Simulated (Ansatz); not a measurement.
# Ti2TeSe: the cost of one run

Computed with Ansatz 0.2.0 (DFT PBEsol, scalar-relativistic, plane waves, PAW, unless a step's input says otherwise).

**1. The system as given**

The structure is trigonal, space group P-3m1 (No. 164). Conventional cell: a = 3.764 Å, b = 3.764 Å, c = 6.167 Å, α = 90.00°, β = 90.00°, γ = 120.00°. Ti (site symmetry 3m) has 3 Te at 2.66 Å and 3 Se at 2.66 Å as nearest neighbours. Te (site symmetry -3m) has 6 Ti at 2.66 Å as nearest neighbours. Around Se (site symmetry -3m) lie 6 Ti at 2.66 Å.

Coordinates:

```cif
data_structure
_symmetry_space_group_name_H-M 'P-3m1'
_symmetry_Int_Tables_number 164
_cell_length_a 3.7638
_cell_length_b 3.7638
_cell_length_c 6.1674
_cell_angle_alpha 90.000
_cell_angle_beta 90.000
_cell_angle_gamma 120.000
_cell_volume 75.67
loop_
_atom_site_label
_atom_site_type_symbol
_atom_site_symmetry_multiplicity
_atom_site_Wyckoff_symbol
_atom_site_fract_x
_atom_site_fract_y
_atom_site_fract_z
_atom_site_occupancy
Ti1 Ti 2 d 0.33333 0.66667 0.25000 1
Te1 Te 1 a 0.00000 0.00000 0.00000 1
Se1 Se 1 b 0.00000 0.00000 0.50000 1
```

The cell was made up by rule, so the compound may not exist in this form.

(A quick probe on a coarse mesh, which set the mesh and smearing, is not shown.)

**3. Coarse relaxation**

The input, input.yaml:

```yaml
crystal:
  lattice:
    - [3.7638347297, 0.0, 0.0]
    - [-1.8819173648, 3.2595764916, 0.0]
    - [0.0, 0.0, 6.1674221453]
  atoms:
    - { symbol: Ti, position: [0.3333333333, 0.6666666667, 0.25] }
    - { symbol: Ti, position: [0.6666666667, 0.3333333333, 0.75] }
    - { symbol: Te, position: [0.0, 0.0, 0.0] }
    - { symbol: Se, position: [0.0, 0.0, 0.5] }
basis:
  ecutwfc: 420
kpoints:
  mp_grid: { grid: [6, 6, 4] }
hamiltonian:
  xc: pbesol
scf:
  occupations: { method: gaussian, width: 0.1 }
output:
  forces: true
  stress: true
  eigenvalues: true
relax:
  adjacent_minimum: "off"
  f_tol: 0.05
  max_steps: 80
  cell: { stress_tol: 0.5 }
```

**Question.** How long does this run take on 1 thread of an x86-64 CPU, shared host, and how much memory does it need?

About 40 s, with a peak of 0.47 GiB.
